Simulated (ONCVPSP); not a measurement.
# Holmium: generating and testing an ONCV potential

Do these settings give a usable potential? It is generated, then checked for transferability, scattering, ghosts and hardness.

Method: ONCVPSP 4.0.1.1 (patched build), PBEsol, scalar-relativistic.

**1. Starting point**

The settings as typed:

* element: holmium (Ho, Z = 67)
* type: optimised norm-conserving Vanderbilt (ONCV)
* frozen core: [Kr] 4d10
* valence charge: 21
* reference configuration: 4f10 5s2 5p6 5d1 6s2
* partial waves: 5s+6s: rc 2.20 bohr, ncon 5, nbas 9, qcut 4.5 1/bohr, 2 projectors; 5p: rc 2.30 bohr, ncon 4, nbas 7, qcut 6.8 1/bohr, 2 projectors, debl 1.8 Ha; 5d: rc 2.05 bohr, ncon 3, nbas 7, qcut 5.4 1/bohr, 1 projector; 4f: rc 1.15 bohr, ncon 5, nbas 10, qcut 17.9 1/bohr, 3 projectors, debl 3.3 Ha
* local potential: polynomial inside 1.00 bohr (lpopt 5, dvloc0 6 Ha)
* core correction: not asked for

The outer shells as boxes (Hund's rule for the drawing; the calculation is spin-unpolarised):

```
[Kr] core
4d [↑↓][↑↓][↑↓][↑↓][↑↓]
4f [↑↓][↑↓][↑↓][↑ ][↑ ][↑ ][↑ ]
5s [↑↓]
5p [↑↓][↑↓][↑↓]
5d [↑ ][  ][  ][  ][  ]
6s [↑↓]
```

An earlier all-electron run gives the scale for the radii.

All-electron outer shells of the reference configuration (PBEsol, scalar-relativistic, ld1.x):

```
shell  level (eV)  outermost node (bohr)  outermost maximum (bohr)
   4d     -166.19                   0.25                      0.52
   5s      -54.44                   0.61                      1.13
   5p      -29.15                   0.66                      1.28
   4f       -9.39                      –                      0.52
   6s       -4.36                   1.52                      3.22
   5d       -2.22                   0.74                      1.91
   6p       -1.31                   1.84                      4.41
```

**2. The generation run**

Contents of Ho.dat:

```
# ATOM AND REFERENCE CONFIGURATION
# atsym  z   nc   nv     iexc    psfile
  Ho 67.00    9    5  -116133      upf
#
#   n    l    f
    1    0    2.00
    2    0    2.00
    2    1    6.00
    3    0    2.00
    3    1    6.00
    3    2   10.00
    4    0    2.00
    4    1    6.00
    4    2   10.00
    4    3   10.00
    5    0    2.00
    5    1    6.00
    5    2    1.00
    6    0    2.00
#
# PSEUDOPOTENTIAL AND OPTIMIZATION
# lmax
    3
#
#   l,   rc,      ep,       ncon, nbas, qcut
    0    2.20    0.00    5    9    4.50
    1    2.30    0.00    4    7    6.80
    2    2.05    0.00    3    7    5.40
    3    1.15    0.00    5   10   17.90
#
# LOCAL POTENTIAL
# lloc, lpopt,  rc(5),   dvloc0
    4    5    1.00    6.00
#
# VANDERBILT-KLEINMAN-BYLANDER PROJECTORs
# l, nproj, debl
    0    2    3.10
    1    2    1.80
    2    1    3.50
    3    3    3.30
#
# MODEL CORE CHARGE
# icmod, fcfact, rcfact
    0    0.00    0.00
#
# LOG DERIVATIVE ANALYSIS
# epsh1, epsh2, depsh
   -4.00    5.00    0.02
#
# OUTPUT GRID
# rlmax, drl
    6.00    0.01
#
# TEST CONFIGURATIONS
# ncnf
    4
# nvcnf
#   n    l    f
    5
    4    3   11.00
    5    0    2.00
    5    1    6.00
    5    2    0.00
    6    0    2.00
#
    5
    4    3   11.00
    5    0    2.00
    5    1    6.00
    5    2    0.00
    6    0    1.00
#
    5
    4    3   11.00
    5    0    2.00
    5    1    6.00
    5    2    0.00
    6    0    0.00
#
    5
    4    3   10.00
    5    0    2.00
    5    1    6.00
    5    2    1.00
    6    0    1.00
#
```

On the command line:

```console
$ oncvpsp.x < Ho.dat > Ho.out
```

**Question.** What will these runs give? Wanted: cutoffs for 1 and 0.1 mHa per electron, occupied waves; bound ghosts; GHOST(+) flags; largest test error; largest phase difference near zero energy, channels read.

As calculated:

| quantity | value |
| --- | --- |
| cutoffs for 1 and 0.1 mHa per electron, occupied waves | 124 Ha and 137 Ha |
| bound ghosts | s at -7.10 eV |
| GHOST(+) flags | none at low energy |
| largest test error (AE − PS) | -2.3 meV, for 4f10 5s2 5p6 5d1 6s1 (2 tests unsolved) |
| largest phase difference near zero energy, channels read | 3.141 rad |

What this shows: A bound ghost (s) makes it unfit for use: electrons can fall into a state that the atom doesn't have. By total energies transferability is very good where solved: the largest error is 2.3 meV on 7.0 eV, for 4f10 5s2 5p6 5d1 6s1. Atomic tests can pass in spite of a ghost, since they solve only for the levels asked. Of the tests 2 gave no usable energy difference, which is a warning in itself. It counts as very hard, with 124 Ha needed at the looser tolerance. At the looser tolerance the 4f wave is the slowest; 5d needs 9 Ha. Near zero energy the largest phase difference among the channels read is 3.14 rad, in the s channel. A step near π is an extra or missing state, not a misfit of shape. The pseudo curves have a pole with no partner nearby in the atom's: s at -0.26 Ha.
